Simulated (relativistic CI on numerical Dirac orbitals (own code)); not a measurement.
# Fe⁺: resonant inelastic X-ray scattering at the L2,3 edge

Aim: the energy losses and their intensities at the absorption maxima, by the Kramers-Heisenberg formula, for 6 crystal fields.

Program: relativistic CI on numerical Dirac orbitals (own code) version 3. Level of theory: Dirac-Coulomb-Breit CI, KLI orbitals optimised for each configuration, model QED (radiative potential, 1s self-energy scaled to tabulated hydrogen-like ionisation energies), Kramers-Heisenberg scattering through one core-hole configuration in a parametric crystal field. These are calculated values, not measurements, unless marked.

### 1 Starting point

- ion: Fe⁺ (Fe II)
- nuclear charge: 26
- electrons: 25
- configurations: [Ar] 3d7 → [He] 2s2 2p5 3s2 3p6 3d8
- temperature: 80 K
- core-hole width: 0.24 eV
- field 1 (cm⁻¹): D3d, 10Dq = 9000, Dsigma = 800, Dtau = 160
- field 2 (cm⁻¹): Oh, 10Dq = 13300
- field 3 (cm⁻¹): Td, 10Dq = -7050
- field 4 (cm⁻¹): D3d, 10Dq = 5550, Dsigma = 970, Dtau = -170
- field 5 (cm⁻¹): D3d, 10Dq = 5550, Dsigma = -230, Dtau = 300
- field 6 (cm⁻¹): D3d, 10Dq = 18800, Dsigma = 1030, Dtau = 150

### 2 Field 1: D3d, 10Dq = 9000, Dsigma = 800, Dtau = 160

Settings, as recorded:

```ini
atom Fe  Z=26  charge=1  electrons=25
nucleus A=56  rms_radius_fm=3.7377
hamiltonian dirac-coulomb  breit=on  qed=on  c_scale=1
orbitals kli  potential=per-configuration
slater_scale 1
correlation none
mixing on
configurations
  [Ar] 3d7
  [He] 2s2 2p5 3s2 3p6 3d8
end
rixs L2,3 T=80 core_hole_width=0.24
crystal_field D3d 10Dq=9000 Dsigma=800 Dtau=160
```

Started as:

```console
> python run_levels.py task.json out
```

The settings of every run stand in task.json; they run in order.

Main fields of the result record, rounded:

```text
{
  "status": "converged",
  "incident [eV]": [707.8, 708.5, 709.8],
  "losses [loss_eV, degeneracy, irrep, S, I1, I2, I3]": [
    [7.553e-16, 2, "G4", 1.5, 159.1, 290.3, 120.7],
    [0.01775, 2, "G4", 1.499, 53.67, 72.57, 16.99],
    [0.03747, 2, "G56", 1.499, 13.25, 51.9, 10.92],
    [0.05988, 2, "G4", 1.499, 9.712, 57.13, 30.33],
    [0.3264, 2, "G56", 1.498, 14.76, 24.11, 100],
    [0.3313, 2, "G4", 1.499, 16.85, 18.57, 26.55],
    [1.065, 2, "G4", 1.499, 19.18, 35.47, 47.73],
    [1.07, 2, "G56", 1.498, 18.19, 43.48, 9.309],
    [1.075, 2, "G4", 1.498, 5.98, 26.15, 27.72],
    [1.081, 2, "G4", 1.499, 16.88, 7.312, 45.56],
    [1.265, 2, "G56", 0.523, 1.974, 12.36, 17.43],
    [1.27, 2, "G4", 0.5079, 2.316, 18.28, 4.378],
    [1.315, 2, "G56", 1.488, 15.26, 18.1, 33.79],
    [1.317, 2, "G4", 1.498, 16.77, 8.564, 9.035],
    [2.115, 2, "G56", 0.5046, 0.469, 3.84, 8.118],
    [2.147, 2, "G4", 0.5016, 2.167, 1.99, 7.665],
    [2.237, 2, "G4", 0.5216, 0.6284, 2.903, 8.206],
    [2.285, 2, "G56", 0.5529, 1.588, 2.941, 9.447],
    [2.295, 2, "G4", 0.513, 0.8977, 3.848, 8.531],
    [2.344, 2, "G4", 0.6157, 0.6929, 1.838, 15.45],
    [2.352, 2, "G4", 1.423, 3.049, 4.987, 7.904],
    [2.352, 2, "G56", 1.472, 5.923, 7.745, 26.88],
    "... 23 more rows left out ..."
  ],
  "ground_S": 1.49966
}
```

It took 0.23 s on 1 thread of Intel Xeon Platinum 8488C, shared host.

### 3 Field 2: Oh, 10Dq = 13300

The settings differ from step 2 so:

```diff
@@ -12,2 +12,2 @@
 rixs L2,3 T=80 core_hole_width=0.24
-crystal_field D3d 10Dq=9000 Dsigma=800 Dtau=160
+crystal_field Oh 10Dq=13300
```

Results of the run:

```text
{
  "status": "converged",
  "incident [eV]": [707.8, 708.6, 709.9],
  "losses [loss_eV, degeneracy, irrep, S, I1, I2, I3]": [
    [0, 2, "G6", 1.5, 94.73, 159, 125],
    [0.02879, 4, "G8", 1.499, 11.34, 80.95, 74.42],
    [0.07429, 4, "G8", 1.496, 14.63, 73.47, 82.85],
    [0.08049, 2, "G7", 1.5, 0.5867, 1.832, 7.251],
    [0.7517, 4, "G8", 0.5098, 0.6977, 28.39, 13.66],
    [1.5, 2, "G6", 1.498, 4.729, 8.098, 33.22],
    [1.501, 4, "G8", 1.499, 7.781, 48.47, 38.95],
    [1.512, 4, "G8", 1.494, 30.45, 18.07, 84.62],
    [1.528, 2, "G7", 1.498, 6.979, 0.8684, 15.52],
    [2.127, 4, "G8", 0.5041, 0.5291, 9.641, 49.09],
    [2.163, 2, "G6", 0.5031, 0.2579, 1.292, 12.83],
    [2.202, 4, "G8", 0.5103, 0.382, 1.041, 8.492],
    [2.219, 2, "G7", 0.505, 0.01878, 0.6473, 5.725],
    [2.85, 4, "G8", 0.5331, 1.064, 4.665, 28.66],
    [2.891, 2, "G6", 0.5146, 0.04259, 12.24, 11.92],
    [3.159, 4, "G8", 1.495, 3.235, 8.36, 15.26],
    [3.259, 4, "G8", 1.499, 9.032, 39.75, 11.67],
    [3.297, 4, "G8", 1.482, 3.297, 2.497, 48.25],
    [3.307, 2, "G6", 1.485, 0.243, 8.359, 100],
    [3.453, 2, "G6", 0.5144, 0.5997, 6.034, 9.811],
    [3.663, 2, "G7", 0.506, 0.08379, 0.2888, 0.6047],
    [3.68, 4, "G8", 0.5105, 0.8343, 8.114, 2.5],
    "... 13 more rows left out ..."
  ],
  "ground_S": 1.49969
}
```

It took 0.23 s on 1 thread of Intel Xeon Platinum 8488C, shared host.

### 4 Field 3: Td, 10Dq = -7050

The settings differ from step 3 so:

```diff
@@ -12,2 +12,2 @@
 rixs L2,3 T=80 core_hole_width=0.24
-crystal_field Oh 10Dq=13300
+crystal_field Td 10Dq=-7050
```

Results of the run:

```text
{
  "status": "converged",
  "incident [eV]": [708.0, 708.4, 709.1],
  "losses [loss_eV, degeneracy, irrep, S, I1, I2, I3]": [
    [1.078e-12, 4, "G8", 1.5, 390.7, 527.7, 103.5],
    [0.8605, 4, "G8", 1.499, 13.43, 42.65, 100],
    [0.8663, 2, "G6", 1.5, 1.991, 8.346, 45.64],
    [0.8847, 4, "G8", 1.499, 81.82, 64.37, 88.09],
    [0.8952, 2, "G7", 1.5, 62.98, 90.03, 17.15],
    [1.446, 2, "G6", 1.498, 7.927, 8.21, 51.43],
    [1.478, 4, "G8", 1.498, 58.75, 9.6, 67.26],
    [1.525, 2, "G7", 1.499, 27.57, 45.73, 25.1],
    [1.529, 4, "G8", 1.499, 46.24, 82.81, 43.22],
    [2.243, 4, "G8", 0.5026, 9.969, 12.45, 26.5],
    [2.339, 2, "G6", 0.5027, 2.583, 1.314, 20.76],
    [2.368, 4, "G8", 0.5042, 14.66, 44.87, 39.8],
    [2.822, 2, "G6", 0.5048, 1.071, 0.137, 5.023],
    [2.894, 4, "G8", 0.5043, 69.77, 7.009, 23.95],
    [2.909, 2, "G7", 0.5097, 36.05, 95.5, 5.911],
    [3.07, 4, "G8", 1.494, 9.389, 15.73, 26.81],
    [3.072, 2, "G7", 1.489, 2.562, 21.36, 8.925],
    [3.085, 4, "G8", 1.461, 4.236, 5.303, 28.1],
    [3.111, 2, "G6", 1.485, 1.183, 2.101, 21.82],
    [3.213, 2, "G7", 0.5134, 4.778, 2.024, 3.096],
    [3.227, 4, "G8", 0.5064, 8.395, 6.564, 2.759],
    [3.316, 4, "G8", 0.563, 15.82, 7.001, 17.2],
    "... 14 more rows left out ..."
  ],
  "ground_S": 1.49966
}
```

It took 0.23 s on 1 thread of Intel Xeon Platinum 8488C, shared host.

### 5 Field 4: D3d, 10Dq = 5550, Dsigma = 970, Dtau = -170

The settings differ from step 4 so:

```diff
@@ -12,2 +12,2 @@
 rixs L2,3 T=80 core_hole_width=0.24
-crystal_field Td 10Dq=-7050
+crystal_field D3d 10Dq=5550 Dsigma=970 Dtau=-170
```

Results of the run:

```text
{
  "status": "converged",
  "incident [eV]": [707.6, 708.3, 709.1],
  "losses [loss_eV, degeneracy, irrep, S, I1, I2, I3]": [
    [3.776e-16, 2, "G4", 1.5, 232, 605.8, 191.4],
    [0.009422, 2, "G56", 1.5, 102.7, 227.3, 37.73],
    [0.1082, 2, "G4", 1.5, 71.82, 66.07, 40.59],
    [0.1285, 2, "G4", 1.499, 53.21, 81.35, 49.47],
    [0.1324, 2, "G56", 1.499, 52.84, 100, 59.15],
    [0.1389, 2, "G4", 1.5, 22.36, 76.92, 40.66],
    [0.6111, 2, "G4", 1.499, 43.91, 15.15, 65.06],
    [0.6134, 2, "G4", 1.499, 31.02, 11.49, 91.24],
    [0.6188, 2, "G56", 1.499, 27.96, 57.06, 52.03],
    [0.6255, 2, "G4", 1.499, 39.69, 60.14, 28.76],
    [0.7091, 2, "G56", 1.499, 35.58, 54.2, 16.72],
    [0.7156, 2, "G4", 1.499, 23.31, 74.43, 44.2],
    [1.214, 2, "G4", 1.499, 32.76, 49.62, 65.7],
    [1.216, 2, "G56", 1.499, 20.11, 14.86, 32.85],
    [1.735, 2, "G56", 0.5021, 11.55, 15.3, 24.7],
    [1.75, 2, "G4", 0.502, 12.36, 28.98, 33.36],
    [2.137, 2, "G4", 0.5034, 6.04, 7.523, 31.93],
    [2.138, 2, "G56", 0.5032, 3.431, 4.206, 24.2],
    [2.181, 2, "G4", 0.502, 3.013, 13.9, 25.18],
    [2.233, 2, "G4", 0.5031, 2.003, 5.868, 30.28],
    [2.234, 2, "G56", 0.5026, 3.57, 15.5, 28.35],
    [2.252, 2, "G4", 0.5032, 6.898, 11.8, 51.69],
    "... 23 more rows left out ..."
  ],
  "ground_S": 1.49954
}
```

Run time: 0.19 s. Hardware: 1 thread of Intel Xeon Platinum 8488C, shared host.

### 6 Field 5: D3d, 10Dq = 5550, Dsigma = -230, Dtau = 300

The settings differ from step 5 so:

```diff
@@ -12,2 +12,2 @@
 rixs L2,3 T=80 core_hole_width=0.24
-crystal_field D3d 10Dq=5550 Dsigma=970 Dtau=-170
+crystal_field D3d 10Dq=5550 Dsigma=-230 Dtau=300
```

Results of the run:

```text
{
  "status": "converged",
  "incident [eV]": [707.7, 708.4, 709.7],
  "losses [loss_eV, degeneracy, irrep, S, I1, I2, I3]": [
    [7.553e-16, 2, "G4", 1.5, 175.4, 280.5, 86.33],
    [0.02227, 2, "G4", 1.499, 40.61, 100, 10.72],
    [0.04693, 2, "G56", 1.499, 27.48, 38.87, 5.108],
    [0.074, 2, "G4", 1.499, 13.5, 19.51, 22.4],
    [0.3638, 2, "G56", 1.499, 19.86, 21.56, 63],
    [0.3693, 2, "G4", 1.499, 18.38, 4.258, 10.81],
    [0.8479, 2, "G4", 1.499, 19.63, 33.24, 30.55],
    [0.8575, 2, "G56", 1.499, 24.77, 48.29, 6.478],
    [0.8669, 2, "G4", 1.499, 7.077, 14.69, 17.62],
    [0.8766, 2, "G4", 1.499, 3.822, 3.454, 31.81],
    [0.9293, 2, "G56", 1.499, 16.54, 11.45, 36.32],
    [0.9311, 2, "G4", 1.499, 6.193, 10.76, 6.289],
    [1.615, 2, "G4", 0.5059, 6.537, 8.529, 3.618],
    [1.624, 2, "G56", 0.5068, 2.853, 12.98, 5.564],
    [1.68, 2, "G56", 1.496, 19.04, 15.1, 23.03],
    [1.681, 2, "G4", 1.496, 3.881, 3.192, 5.665],
    [2.161, 2, "G56", 0.5027, 1.146, 2.751, 6.62],
    [2.197, 2, "G4", 0.502, 2.389, 3.95, 3.68],
    [2.207, 2, "G4", 0.5038, 0.8965, 1.157, 2.377],
    [2.286, 2, "G56", 0.5043, 3.844, 6.503, 4.273],
    [2.304, 2, "G4", 0.5027, 1.766, 1.328, 3.66],
    [2.376, 2, "G4", 0.5022, 2.243, 1.961, 5.979],
    "... 23 more rows left out ..."
  ],
  "ground_S": 1.49964
}
```

It took 0.19 s on 1 thread of Intel Xeon Platinum 8488C, shared host.

### 7 Field 6: D3d, 10Dq = 18800, Dsigma = 1030, Dtau = 150

The settings differ from step 6 so:

```diff
@@ -12,2 +12,2 @@
 rixs L2,3 T=80 core_hole_width=0.24
-crystal_field D3d 10Dq=5550 Dsigma=-230 Dtau=300
+crystal_field D3d 10Dq=18800 Dsigma=1030 Dtau=150
```

Results of the run:

```text
{
  "status": "converged",
  "incident [eV]": [708.5, 708.9, 710.3],
  "losses [loss_eV, degeneracy, irrep, S, I1, I2, I3]": [
    [0, 2, "G4", 1.491, 132, 254.6, 82.19],
    [0.002409, 2, "G4", 1.383, 21.97, 30.31, 20.07],
    [0.01638, 2, "G56", 1.342, 17.38, 64.22, 19.69],
    [0.04102, 2, "G4", 1.423, 9.95, 100, 25.73],
    [0.1105, 2, "G56", 0.7876, 14.63, 19.61, 9.543],
    [0.1291, 2, "G4", 0.8455, 7.696, 14.29, 6.224],
    [0.4065, 2, "G4", 1.495, 12.05, 41.14, 30.28],
    [0.4071, 2, "G56", 1.487, 14.58, 31.9, 24.9],
    [2.072, 2, "G56", 0.5297, 1.589, 5.462, 24.52],
    [2.096, 2, "G4", 0.5594, 1.994, 5.627, 12.81],
    [2.171, 2, "G4", 1.196, 12.23, 20.1, 69.45],
    [2.196, 2, "G56", 1.394, 13.47, 29.98, 22.87],
    [2.204, 2, "G4", 1.429, 14.16, 16.89, 40.38],
    [2.21, 2, "G4", 1.466, 22.24, 47.2, 17.73],
    [2.287, 2, "G4", 0.9415, 8.295, 7.498, 10.37],
    [2.314, 2, "G56", 0.7106, 3.182, 10.29, 14.41],
    [2.319, 2, "G4", 0.6411, 2.032, 6.309, 21.1],
    [2.362, 2, "G4", 0.5524, 2.374, 5.519, 11.44],
    [2.511, 2, "G4", 1.482, 24.15, 23.37, 25.09],
    [2.514, 2, "G56", 1.471, 10.1, 29.87, 18.83],
    [3.008, 2, "G4", 0.5059, 2.104, 5.109, 12.48],
    [3.069, 2, "G56", 0.5062, 5.289, 6.504, 15.34],
    "... 23 more rows left out ..."
  ],
  "ground_S": 1.44152
}
```

Wall time 0.2 s (1 thread of Intel Xeon Platinum 8488C, shared host).

### 8 The fields side by side

| field | S, thermal mean | first incident energy (eV) | lowest loss over 0.08 eV (eV) | strongest such loss there (eV) | its level |
| --- | --- | --- | --- | --- | --- |
| 1: D3d | 1.50 | 707.8 | 0.326 | 1.065 | G4, S = 1.5 |
| 2: Oh | 1.50 | 707.8 | 0.080 | 1.512 | G8, S = 1.5 |
| 3: Td | 1.50 | 708.0 | 0.860 | 0.885 | G8, S = 1.5 |
| 4: D3d | 1.50 | 707.6 | 0.108 | 0.108 | G4, S = 1.5 |
| 5: D3d | 1.50 | 707.7 | 0.364 | 0.857 | G56, S = 1.5 |
| 6: D3d | 1.44 | 708.5 | 0.110 | 2.511 | G4, S = 1.5 |

### 9 Results

| quantity | value |
| --- | --- |
| incident energies, field 1 | 707.8, 708.5, 709.8 eV |
| strongest loss over 0.08 eV, field 1 | 1.07 eV |
| share of spin-changing ones, field 1 | 17 % |

**Reading.** In field 1 the strongest loss over 0.08 eV at the first resonance is 1.07 eV (G4, S = 1.5). Losses that change the spin take 17 % of the listed intensity; the core hole's spin-orbit coupling allows them. Only the lowest levels kept in the record count, and labels are spin-orbit irreps. Polarisations are summed, and charge-transfer losses are outside the model.
